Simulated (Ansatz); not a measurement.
# H15NO6: the cost of one run

Program: Ansatz 0.2.0. Level of theory: DFT PBE+D3(BJ), plane waves, PAW, scalar-relativistic, no spin polarisation. These are calculated values, not measurements.

## (1) The system as given

The cell holds 22 atoms (H15NO6): a = 5.820 Å, b = 5.820 Å, c = 5.820 Å, α = 90.00°, β = 90.00°, γ = 90.00°.

Its coordinates follow in the input file.

## (2) Preparing the start

The input, input.yaml:

```yaml
accuracy: low
crystal:
  lattice:
    - [5.819632, 0.0, 0.0]
    - [0.0, 5.819632, 0.0]
    - [0.0, 0.0, 5.819632]
  atoms:
    - { symbol: O, position: [0.8882673, 0.5587824, -0.0430085] }
    - { symbol: H, position: [0.792681, 0.4322312, 0.0074615] }
    - { symbol: H, position: [0.8799859, 0.667972, 0.0823239] }
    - { symbol: O, position: [0.2951926, 0.1374101, 0.3017236] }
    - { symbol: H, position: [0.4525717, 0.1107956, 0.2545786] }
    - { symbol: H, position: [0.255511, 0.0009895, 0.3884066] }
    - { symbol: O, position: [0.5340802, 0.4628504, 0.4681036] }
    - { symbol: H, position: [0.4200509, 0.5266094, 0.3649956] }
    - { symbol: H, position: [0.6753353, 0.5389916, 0.4239599] }
    - { symbol: O, position: [0.1122463, 0.1547324, 0.8597838] }
    - { symbol: H, position: [0.0787175, 0.3055165, 0.797823] }
    - { symbol: H, position: [0.0521114, 0.0498999, 0.7453588] }
    - { symbol: O, position: [0.6193294, 1.0185229, 0.5456388] }
    - { symbol: H, position: [0.6915357, 0.9140766, 0.6532323] }
    - { symbol: H, position: [0.5154154, 0.9215945, 0.4590022] }
    - { symbol: O, position: [0.2577099, 0.7020202, 0.0730539] }
    - { symbol: H, position: [0.2881438, 0.8331687, -0.0247878] }
    - { symbol: H, position: [0.2292339, 0.5777344, -0.0339102] }
    - { symbol: "N", position: [0.1000104, 0.6149189, 0.5002026] }
    - { symbol: H, position: [0.1069511, 0.462175, 0.4156602] }
    - { symbol: H, position: [-0.0579515, 0.6228588, 0.5744409] }
    - { symbol: H, position: [0.1029139, 0.7392065, 0.3774407] }
basis:
  ecutwfc: 420.0
kpoints:
  mp_grid: { grid: [1, 1, 1] }
hamiltonian:
  xc: pbe
  dispersion: d3bj
scf:
  occupations: { method: fermi_dirac, width: 0.02 }
  lower_state_search: "off"
relax:
  f_tol: 0.3
  max_steps: 15
  adjacent_minimum: "off"
```

Run with:

```sh
ansatz run input.yaml --threads 1 --pin off --max-ram 3072MiB --backend cpu --events-out ev --progress --plain --runs-dir out
```

Q: Estimate wall time and peak memory on 1 thread of Arm Neoverse V1, shared host.

About 18 s, with a peak of 0.31 GiB.
